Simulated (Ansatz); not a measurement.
# Al (hcp type): how the settings move a single-point run

How sensitive is a single-point run of Al (hcp type) to its settings? A reference run comes first, then one run with altered input.

Computed with Ansatz 0.2.0 (reference: DFT, LDA, PAW with Ansatz's default frozen-core files, scalar-relativistic, unless a step's input says otherwise).

2 further runs of the same task are left out: 1 that didn't finish, 1 set aside as unsound or not needed. Runs told in other sessions of the task aren't counted.

### 1 The system as given

It takes space group P6_3/mmc (No. 194, hexagonal). The conventional cell has a = 2.741 Å, b = 2.741 Å, c = 4.510 Å, α = 90.00°, β = 90.00°, γ = 120.00°. Al (site symmetry -6m2) is surrounded by 12 Al at 2.74 to 2.76 Å.

As a file:

```
CELL_PARAMETERS angstrom
2.74103 0.00000 0.00000
-1.37052 2.37380 0.00000
0.00000 0.00000 4.51040
ATOMIC_POSITIONS crystal
Al 0.33333 0.66667 0.25000
Al 0.66667 0.33333 0.75000
```

### 2 Baseline

Contents of input.yaml:

```yaml
crystal:
  lattice:
    - [2.7410324792, 0.0, 0.0]
    - [-1.3705162396, 2.3738037596, 0.0]
    - [0.0, 0.0, 4.5104040816]
  atoms:
    - { symbol: Al, position: [0.3333333333, 0.6666666667, 0.25] }
    - { symbol: Al, position: [0.6666666667, 0.3333333333, 0.75] }
kpoints:
  mp_grid: { grid: [15, 15, 8] }
scf:
  occupations: { method: fermi_dirac, width: 0.08 }
hamiltonian:
  xc: lda
  pseudopotentials: { kind: paw }
output:
  forces: true
  stress: true
  eigenvalues: true
basis:
  ecutwfc: 250
```

Command:

```
ansatz run input.yaml --threads 1 --pin off --max-ram 2048MiB --backend cpu --events-out ev --progress --plain --runs-dir out
```

### 3 Changing settings: occupations.method tetrahedron_uncorrected, dr2_threshold 1.0e-06, width left out

Changes to input.yaml since step 2:

```diff
@@ -11,3 +11,4 @@
 scf:
-  occupations: { method: fermi_dirac, width: 0.08 }
+  occupations: { method: tetrahedron_uncorrected }
+  convergence: { dr2_threshold: 1.0e-06 }
 hamiltonian:
@@ -19,2 +20,6 @@
   eigenvalues: true
+  write_density: true
+  write_potential: true
+  elf: true
+  volumetric_format: npy
 basis:
```

Q: Predict the outcome of this session. Wanted: for each run, ending; energy change; pressure; gap; force.

**Answer**, as computed:

| run | ending | energy change | pressure (GPa) | gap (eV) | force (eV/Å) | cycles | time |
| --- | --- | --- | --- | --- | --- | --- | --- |
| reference | converged | 0 | 9.9 | 0.00 | 0.00 | 6 | 1.2 s |
| 1: occupations.method tetrahedron_uncorrected, dr2_threshold 1.0e-06, width left out | converged | +75.3 meV/atom (σ→0) | 9.7 | 0.00 | 0.00 | 6 | 1.4 s |

Times don't compare one to one where runs were asked for different outputs or read a saved state (see the inputs); cycles may leave out searches for a lower state.

Residual by cycle in the longest SCF loop of each run; runs are numbered as in the table. The quantity is the density residual dr2, in eV.

| cycle | reference | run 1 |
| --- | --- | --- |
| 1 | 0.00541 | 0.00563 |
| 2 | 0.00212 | 0.00217 |
| 3 | 3.6e-6 | 3.1e-6 |
| 4 | 4.5e-9 | 2.8e-9 |
| 5 | 2.9e-11 | 1.9e-11 |
| 6 | 3.9e-13 | 3.4e-13 |

**Reading.** Changing the smearing and convergence setting moves the energy by +75.3 meV/atom (σ→0 values).
